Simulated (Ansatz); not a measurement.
**CH4ClNOSi: two geometries relaxed**

Are the two ends of the inversion of the pyramid at N1 separate minima, and which lies lower? Each is relaxed from a guess. SMILES of the start: N[Si]1(Cl)CO1.

All numbers below are computed with Ansatz 0.2.0 (RKS B3LYP/def2-SVP).

## (1) The structure to begin with

Bond lengths: N1–Si2 1.654 Å, Si2–Cl3 2.022 Å, Si2–C4 1.769 Å, Si2–O5 1.652 Å, C4–O5 1.458 Å, N1–H6 1.093 Å, N1–H7 1.005 Å, C4–H8 1.083 Å, C4–H9 1.114 Å. Angles (14 of 16 angles, heavy atoms first): N1–Si2–Cl3 113.0°, N1–Si2–C4 122.7°, N1–Si2–O5 102.5°, Cl3–Si2–C4 120.9°, Cl3–Si2–O5 101.7°, C4–Si2–O5 50.3°, Si2–C4–O5 60.7°, Si2–O5–C4 69.0°, Si2–N1–H6 105.1°, Si2–N1–H7 111.0°, Si2–C4–H8 119.5°, Si2–C4–H9 120.7°, O5–C4–H8 117.6°, O5–C4–H9 116.5°.

As a file:

```xyz
9

N     0.9362    0.9473   -0.9917
Si    0.4661   -0.3556   -0.0883
Cl    0.5978   -2.1038   -1.0962
C    -0.5690   -0.2043    1.3388
O    -1.1699   -0.1501    0.0117
H     0.0262    1.5353   -1.1378
H     1.1643    0.6702   -1.9308
H    -0.5480    0.7110    1.9178
H    -0.8153   -1.0962    1.9596
```

## (2) End point A

Input file input.yaml:

```yaml
crystal:
  periodic: [false, false, false]
  atoms:
    - { symbol: "N", position_ang: [0.9362, 0.9473, -0.9917] }
    - { symbol: Si, position_ang: [0.4661, -0.3556, -0.0883] }
    - { symbol: Cl, position_ang: [0.5978, -2.1038, -1.0962] }
    - { symbol: C, position_ang: [-0.569, -0.2043, 1.3388] }
    - { symbol: O, position_ang: [-1.1699, -0.1501, 0.0117] }
    - { symbol: H, position_ang: [0.0262, 1.5353, -1.1378] }
    - { symbol: H, position_ang: [1.1643, 0.6702, -1.9308] }
    - { symbol: H, position_ang: [-0.548, 0.711, 1.9178] }
    - { symbol: H, position_ang: [-0.8153, -1.0962, 1.9596] }
basis:
  gaussian: { orbitals: def2-SVP }
hamiltonian:
  xc: b3lyp
relax:
  f_tol: 0.015
  max_steps: 40
```

Command:

```sh
$ ansatz run input.yaml --threads 2 --pin off --max-ram 3072MiB --backend cpu --events-out ev --progress --plain --runs-dir out
```

Log:

```text
Warning: RAYON_NUM_THREADS=2 ignored (pool sized by the plan → 2); use --threads N
The last accepted step is kept in <dir> (removed where the run ends without a failure and the disk answers)
Engine: ansatz 0.2.0, x86_64-unknown-linux-gnu
Functional definition: B3LYP
  parameter a0 = 0.2
  parameter ax = 0.72
  parameter ac = 0.81
  exchange = (1 - a0 - ax)*slater_x + ax*b88_x + a0*exact_x
  correlation = (1 - ac)*vwn_rpa_c + ac*lyp_c
1022 factors; integrals over basis functions are off by at most 4.4e-4 eV
mean field evaluation 1: about -25020.3220 eV, gradient 7.1e1 eV
mean field evaluation 2: about -24995.7886 eV, gradient 1.2e2 eV
mean field evaluation 4: about -25030.6703 eV, gradient 8.3e0 eV
mean field evaluation 8: about -25030.8107 eV, gradient 3.8e-1 eV
mean field evaluation 16: about -25030.8111 eV, gradient 3.7e-5 eV
mean field -25030.81107040 eV, -919.8653403441 hartree, gradient 3.7e-5 eV, S^2 0.000000; 0 other end points of the search recorded, 0 dependent functions left out
the calculation of the forces begins
reference -25030.81129587 eV, -919.8653486301 hartree; 28, 28 occupied and 70, 70 virtual orbitals, 1022 factors
relax step   1: F+E_penalty+E_count = -25030.81107040 eV  Δ(F+E_penalty+E_count) = +0.000e0 eV  max|allowed force component| = 3.231e0 eV/Å  Δτ_max = 0.0000 Å  (28 SCF iters, accepted)
these checks for a lower state are left out or cut short: starts, cluster_reference, orbital_swaps, neighbouring_geometries, increment
1022 factors; integrals over basis functions are off by at most 4.5e-4 eV
mean field -25031.58192263 eV, -919.8936686410 hartree, gradient 6.1e-5 eV, S^2 0.000000; 0 other end points of the search recorded, 0 dependent functions left out
the calculation of the forces begins
reference -25031.58215337 eV, -919.8936771207 hartree; 28, 28 occupied and 70, 70 virtual orbitals, 1022 factors
relax step   2: F+E_penalty+E_count = -25031.58192263 eV  Δ(F+E_penalty+E_count) = -7.709e-1 eV  max|allowed force component| = 1.019e0 eV/Å  Δτ_max = 0.1986 Å  (31 SCF iters, accepted)
these checks for a lower state are left out or cut short: starts, cluster_reference, orbital_swaps, neighbouring_geometries, increment
1022 factors; integrals over basis functions are off by at most 4.4e-4 eV
mean field -25031.74336594 eV, -919.8996015733 hartree, gradient 2.7e-5 eV, S^2 0.000000; 0 other end points of the search recorded, 0 dependent functions left out
the calculation of the forces begins
reference -25031.74359903 eV, -919.8996101392 hartree; 28, 28 occupied and 70, 70 virtual orbitals, 1022 factors
relax step   3: F+E_penalty+E_count = -25031.74336594 eV  Δ(F+E_penalty+E_count) = -1.614e-1 eV  max|allowed force component| = 6.683e-1 eV/Å  Δτ_max = 0.1207 Å  (29 SCF iters, accepted)
these checks for a lower state are left out or cut short: starts, cluster_reference, orbital_swaps, neighbouring_geometries, increment
1022 factors; integrals over basis functions are off by at most 4.1e-4 eV
mean field evaluation 32: about -25031.4144 eV, gradient 1.1e1 eV
mean field -25031.84021255 eV, -919.9031606206 hartree, gradient 2.4e-5 eV, S^2 0.000000; 0 other end points of the search recorded, 0 dependent functions left out
the calculation of the forces begins
reference -25031.84044771 eV, -919.9031692626 hartree; 28, 28 occupied and 70, 70 virtual orbitals, 1022 factors
relax step   4: F+E_penalty+E_count = -25031.84021255 eV  Δ(F+E_penalty+E_count) = -9.685e-2 eV  max|allowed force component| = 5.624e-1 eV/Å  Δτ_max = 0.2000 Å  (29 SCF iters, accepted)
these checks for a lower state are left out or cut short: starts, cluster_reference, orbital_swaps, neighbouring_geometries, increment
1022 factors; integrals over basis functions are off by at most 4.7e-4 eV
mean field -25031.80451383 eV, -919.9018487168 hartree, gradient 1.6e-5 eV, S^2 0.000000; 0 other end points of the search recorded, 0 dependent functions left out
the calculation of the forces begins
reference -25031.80474699 eV, -919.9018572851 hartree; 28, 28 occupied and 70, 70 virtual orbitals, 1022 factors
relax step   5: F+E_penalty+E_count = -25031.80451383 eV  Δ(F+E_penalty+E_count) = +3.570e-2 eV  max|allowed force component| = 2.146e0 eV/Å  Δτ_max = 0.2000 Å  (30 SCF iters, rejected (line search))
these checks for a lower state are left out or cut short: starts, cluster_reference, orbital_swaps, neighbouring_geometries, increment
1022 factors; integrals over basis functions are off by at most 4.0e-4 eV
mean field -25031.87482101 eV, -919.9044324581 hartree, gradient 8.7e-5 eV, S^2 0.000000; 0 other end points of the search recorded, 0 dependent functions left out
the calculation of the forces begins
reference -25031.87505310 eV, -919.9044409873 hartree; 28, 28 occupied and 70, 70 virtual orbitals, 1022 factors
relax step   6: F+E_penalty+E_count = -25031.87482101 eV  Δ(F+E_penalty+E_count) = -3.461e-2 eV  max|allowed force component| = 1.964e-1 eV/Å  Δτ_max = 0.1000 Å  (26 SCF iters, accepted)
these checks for a lower state are left out or cut short: starts, cluster_reference, orbital_swaps, neighbouring_geometries, increment
1022 factors; integrals over basis functions are off by at most 3.9e-4 eV
mean field -25031.88727560 eV, -919.9048901555 hartree, gradient 1.1e-5 eV, S^2 0.000000; 0 other end points of the search recorded, 0 dependent functions left out
the calculation of the forces begins
reference -25031.88750716 eV, -919.9048986655 hartree; 28, 28 occupied and 70, 70 virtual orbitals, 1022 factors
relax step   7: F+E_penalty+E_count = -25031.88727560 eV  Δ(F+E_penalty+E_count) = -1.245e-2 eV  max|allowed force component| = 1.662e-1 eV/Å  Δτ_max = 0.0999 Å  (29 SCF iters, accepted)
these checks for a lower state are left out or cut short: starts, cluster_reference, orbital_swaps, neighbouring_geometries, increment
1022 factors; integrals over basis functions are off by at most 4.0e-4 eV
mean field -25031.87071520 eV, -919.9042815722 hartree, gradient 7.3e-5 eV, S^2 0.000000; 0 other end points of the search recorded, 0 dependent functions left out
the calculation of the forces begins
reference -25031.87094557 eV, -919.9042900381 hartree; 28, 28 occupied and 70, 70 virtual orbitals, 1022 factors
relax step   8: F+E_penalty+E_count = -25031.87071520 eV  Δ(F+E_penalty+E_count) = +1.656e-2 eV  max|allowed force component| = 5.205e-1 eV/Å  Δτ_max = 0.0875 Å  (26 SCF iters, rejected (line search))
these checks for a lower state are left out or cut short: starts, cluster_reference, orbital_swaps, neighbouring_geometries, increment
1022 factors; integrals over basis functions are off by at most 3.9e-4 eV
mean field evaluation 64: about -25031.8817 eV, gradient 2.3e-2 eV
mean field -25031.89017078 eV, -919.9049965515 hartree, gradient 6.5e-5 eV, S^2 0.000000; 0 other end points of the search recorded, 0 dependent functions left out
the calculation of the forces begins
reference -25031.89040238 eV, -919.9050050626 hartree; 28, 28 occupied and 70, 70 virtual orbitals, 1022 factors
relax step   9: F+E_penalty+E_count = -25031.89017078 eV  Δ(F+E_penalty+E_count) = -2.895e-3 eV  max|allowed force component| = 1.451e-1 eV/Å  Δτ_max = 0.0399 Å  (26 SCF iters, accepted)
these checks for a lower state are left out or cut short: starts, cluster_reference, orbital_swaps, neighbouring_geometries, increment
1022 factors; integrals over basis functions are off by at most 4.0e-4 eV
mean field -25031.89031618 eV, -919.9050018949 hartree, gradient 2.5e-5 eV, S^2 0.000000; 0 other end points of the search recorded, 0 dependent functions left out
the calculation of the forces begins
reference -25031.89054779 eV, -919.9050104065 hartree; 28, 28 occupied and 70, 70 virtual orbitals, 1022 factors
relax step  10: F+E_penalty+E_count = -25031.89031618 eV  Δ(F+E_penalty+E_count) = -1.454e-4 eV  max|allowed force component| = 9.908e-2 eV/Å  Δτ_max = 0.0061 Å  (24 SCF iters, accepted)
these checks for a lower state are left out or cut short: starts, cluster_reference, orbital_swaps, neighbouring_geometries, increment
1022 factors; integrals over basis functions are off by at most 3.9e-4 eV
mean field -25031.89038239 eV, -919.9050043281 hartree, gradient 1.1e-5 eV, S^2 0.000000; 0 other end points of the search recorded, 0 dependent functions left out
the calculation of the forces begins
reference -25031.89061376 eV, -919.9050128309 hartree; 28, 28 occupied and 70, 70 virtual orbitals, 1022 factors
relax step  11: F+E_penalty+E_count = -25031.89038239 eV  Δ(F+E_penalty+E_count) = -6.621e-5 eV  max|allowed force component| = 1.412e-1 eV/Å  Δτ_max = 0.0064 Å  (25 SCF iters, accepted)
these checks for a lower state are left out or cut short: starts, cluster_reference, orbital_swaps, neighbouring_geometries, increment
1022 factors; integrals over basis functions are off by at most 4.0e-4 eV
mean field -25031.89063291 eV, -919.9050135345 hartree, gradient 6.6e-5 eV, S^2 0.000000; 0 other end points of the search recorded, 0 dependent functions left out
the calculation of the forces begins
reference -25031.89086428 eV, -919.9050220374 hartree; 28, 28 occupied and 70, 70 virtual orbitals, 1022 factors
relax step  12: F+E_penalty+E_count = -25031.89063291 eV  Δ(F+E_penalty+E_count) = -2.505e-4 eV  max|allowed force component| = 6.334e-2 eV/Å  Δτ_max = 0.0123 Å  (27 SCF iters, accepted)
these checks for a lower state are left out or cut short: starts, cluster_reference, orbital_swaps, neighbouring_geometries, increment
1022 factors; integrals over basis functions are off by at most 3.9e-4 eV
mean field -25031.89062609 eV, -919.9050132838 hartree, gradient 6.5e-5 eV, S^2 0.000000; 0 other end points of the search recorded, 0 dependent functions left out
the calculation of the forces begins
reference -25031.89085762 eV, -919.9050217924 hartree; 28, 28 occupied and 70, 70 virtual orbitals, 1022 factors
relax step  13: F+E_penalty+E_count = -25031.89062609 eV  Δ(F+E_penalty+E_count) = +6.821e-6 eV  max|allowed force component| = 2.250e-2 eV/Å  Δτ_max = 0.0212 Å  (26 SCF iters, rejected (line search))
these checks for a lower state are left out or cut short: starts, cluster_reference, orbital_swaps, neighbouring_geometries, increment
1022 factors; integrals over basis functions are off by at most 4.0e-4 eV
mean field -25031.89063337 eV, -919.9050135516 hartree, gradient 1.8e-5 eV, S^2 0.000000; 0 other end points of the search recorded, 0 dependent functions left out
the calculation of the forces begins
reference -25031.89086474 eV, -919.9050220542 hartree; 28, 28 occupied and 70, 70 virtual orbitals, 1022 factors
relax step  14: F+E_penalty+E_count = -25031.89063337 eV  Δ(F+E_penalty+E_count) = -4.660e-7 eV  max|allowed force component| = 6.088e-2 eV/Å  Δτ_max = 0.0080 Å  (24 SCF iters, accepted)
these checks for a lower state are left out or cut short: starts, cluster_reference, orbital_swaps, neighbouring_geometries, increment
1022 factors; integrals over basis functions are off by at most 3.9e-4 eV
mean field evaluation 96: about -25031.8799 eV, gradient 8.2e-1 eV
mean field -25031.89075387 eV, -919.9050179798 hartree, gradient 6.5e-5 eV, S^2 0.000000; 0 other end points of the search recorded, 0 dependent functions left out
the calculation of the forces begins
reference -25031.89098542 eV, -919.9050264892 hartree; 28, 28 occupied and 70, 70 virtual orbitals, 1022 factors
relax step  15: F+E_penalty+E_count = -25031.89075387 eV  Δ(F+E_penalty+E_count) = -1.205e-4 eV  max|allowed force component| = 1.571e-2 eV/Å  Δτ_max = 0.0137 Å  (27 SCF iters, accepted)
these checks for a lower state are left out or cut short: starts, cluster_reference, orbital_swaps, neighbouring_geometries, increment
1022 factors; integrals over basis functions are off by at most 3.9e-4 eV
mean field -25031.89080474 eV, -919.9050198493 hartree, gradient 1.2e-5 eV, S^2 0.000000; 0 other end points of the search recorded, 0 dependent functions left out
the calculation of the forces begins
reference -25031.89103630 eV, -919.9050283588 hartree; 28, 28 occupied and 70, 70 virtual orbitals, 1022 factors
relax step  16: F+E_penalty+E_count = -25031.89080474 eV  Δ(F+E_penalty+E_count) = -5.087e-5 eV  max|allowed force component| = 7.938e-3 eV/Å  Δτ_max = 0.0031 Å  (24 SCF iters, accepted)
1022 factors; integrals over basis functions are off by at most 3.9e-4 eV
mean field -25031.89080474 eV, -919.9050198493 hartree, gradient 1.2e-5 eV, S^2 0.000000; 1 other end points of the search recorded, 0 dependent functions left out
the calculation of the forces begins
reference -25031.89103630 eV, -919.9050283588 hartree; 28, 28 occupied and 70, 70 virtual orbitals, 1022 factors
Total energy: -25031.89103630 eV, -919.9050283588 hartree
Atom 0 at     0.719364     0.873602    -1.254381 Å, force    -0.001310    -0.000794     0.001633 eV/Å
Atom 1 at     0.077110    -0.356355    -0.280452 Å, force     0.001840     0.003122    -0.007938 eV/Å
Atom 2 at     0.770622    -2.151269    -1.023403 Å, force    -0.001294    -0.002179     0.000873 eV/Å
Atom 3 at    -0.546498    -0.255877     1.417819 Å, force    -0.005398     0.001552     0.002402 eV/Å
Atom 4 at    -1.498050    -0.240913     0.230115 Å, force     0.006314    -0.003254     0.005199 eV/Å
Atom 5 at     0.407047     1.836578    -1.198875 Å, force     0.001017    -0.001261    -0.000736 eV/Å
Atom 6 at     1.432593     0.708785    -1.954182 Å, force     0.000173     0.002439    -0.000457 eV/Å
Atom 7 at    -0.589876     0.680797     1.992128 Å, force     0.000239     0.000668     0.000728 eV/Å
Atom 8 at    -0.683911    -1.141548     2.054330 Å, force    -0.001582    -0.000293    -0.001705 eV/Å
Dipole moment:     0.445378     0.423739    -0.100756 e Å
```

It took 64 s on 2 threads of Intel Xeon at 2.70GHz, shared host; peak memory 0.22 GiB.

Relaxation path:

```
step  energy from step 1 (eV)  largest force component (eV/Å)
   1                   0.0000                          3.2315
   2                  -0.7709                          1.0194
   3                  -0.9323                          0.6683
   4                  -1.0291                          0.5624
  5x                  -0.9934                          2.1457
   6                  -1.0638                          0.1964
   7                  -1.0762                          0.1662
  8x                  -1.0596                          0.5205
   9                  -1.0791                          0.1451
  10                  -1.0792                          0.0991
  11                  -1.0793                          0.1412
  12                  -1.0796                          0.0633
 13x                  -1.0796                          0.0225
  14                  -1.0796                          0.0609
  15                  -1.0797                          0.0157
  16                  -1.0797                          0.0079
```

Step 1 is the start. 3 steps were tried and not accepted (marked x).

After: Bond lengths: N1–Si2 1.695 Å, Si2–Cl3 2.063 Å, Si2–C4 1.812 Å, Si2–O5 1.660 Å, C4–O5 1.522 Å, N1–H6 1.014 Å, N1–H7 1.013 Å, C4–H8 1.100 Å, C4–H9 1.099 Å. Angles (14 of 16 angles, heavy atoms first): N1–Si2–Cl3 107.3°, N1–Si2–C4 128.9°, N1–Si2–O5 119.1°, Cl3–Si2–C4 120.1°, Cl3–Si2–O5 119.4°, C4–Si2–O5 51.8°, Si2–C4–O5 59.0°, Si2–O5–C4 69.3°, Si2–N1–H6 122.7°, Si2–N1–H7 123.1°, Si2–C4–H8 123.4°, Si2–C4–H9 122.8°, O5–C4–H8 112.0°, O5–C4–H9 112.4°.

[end of part 1 of 2]
